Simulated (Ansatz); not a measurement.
# Cs2PdI6: the cost of one run

Method: reference: DFT r2SCAN, plane waves, PAW, scalar-relativistic, no spin polarisation, in Ansatz 0.2.0.

### Step 1. The starting structure

The structure is tetragonal, space group I4/mmm (No. 139). The conventional cell has a = 9.089 Å, b = 9.089 Å, c = 9.345 Å, α = 90.00°, β = 90.00°, γ = 90.00°. Around Pd (site symmetry 4/mmm) lie 4 I at 2.65 Å. Cs (site symmetry -4m2) has 8 I at 4.01 Å as nearest neighbours. I (site symmetry m2m) has 1 Pd at 2.65 Å as nearest neighbours. I (site symmetry 4mm) is surrounded by 1 I at 2.80 Å.

Structure file:

```xyz
9
Lattice="-4.5447 4.5447 4.6727 4.5447 -4.5447 4.6727 4.5447 4.5447 -4.6727" Properties=species:S:1:pos:R:3 pbc="T T T"
Pd    0.0000    0.0000    0.0000
Cs    0.0000    4.5447    2.3363
Cs    4.5447    0.0000    2.3363
I     2.6704    2.6704    4.6727
I    -2.6704    2.6704    4.6727
I     1.8743    1.8743    0.0000
I     2.6704   -2.6704    4.6727
I     0.0000    0.0000    6.0750
I     0.0000    0.0000    3.2703
```

### Step 2. Reference

Input file input.yaml:

```yaml
crystal:
  lattice:
    - [-4.544739, 4.544739, 4.672681]
    - [4.544739, -4.544739, 4.672681]
    - [4.544739, 4.544739, -4.672681]
  atoms:
    - { symbol: Pd, position: [0.0, 0.0, 0.0] }
    - { symbol: Cs, position: [0.75, 0.25, 0.5] }
    - { symbol: Cs, position: [0.25, 0.75, 0.5] }
    - { symbol: I, position: [0.79379, 0.79379, 0.58758] }
    - { symbol: I, position: [0.79379, 0.20621, 0.0] }
    - { symbol: I, position: [0.20621, 0.20621, 0.41242] }
    - { symbol: I, position: [0.20621, 0.79379, 0.0] }
    - { symbol: I, position: [0.65006, 0.65006, 0.0] }
    - { symbol: I, position: [0.34994, 0.34994, 0.0] }
  symmetry: { tolerance: 0.0003 }
kpoints:
  mp_grid: { grid: [3, 3, 3], shift: [0, 0, 0] }
magnetization:
  spin_polarized: false
scf:
  occupations: { method: methfessel_paxton, width: 0.1071 }
hamiltonian:
  pseudopotentials: { kind: paw }
  xc: r2scan
basis:
  ecutwfc: 500
output:
  forces: true
  stress: true
  eigenvalues: true
```

The run is started by

```bash
> ansatz run input.yaml --threads 1 --pin off --max-ram 2560MiB --backend cpu --events-out ev --progress --plain --runs-dir out
```

Q: Estimate wall time and peak memory on 1 thread of Arm Neoverse V2, shared host.

About 23 s, with a peak of 1.6 GiB.
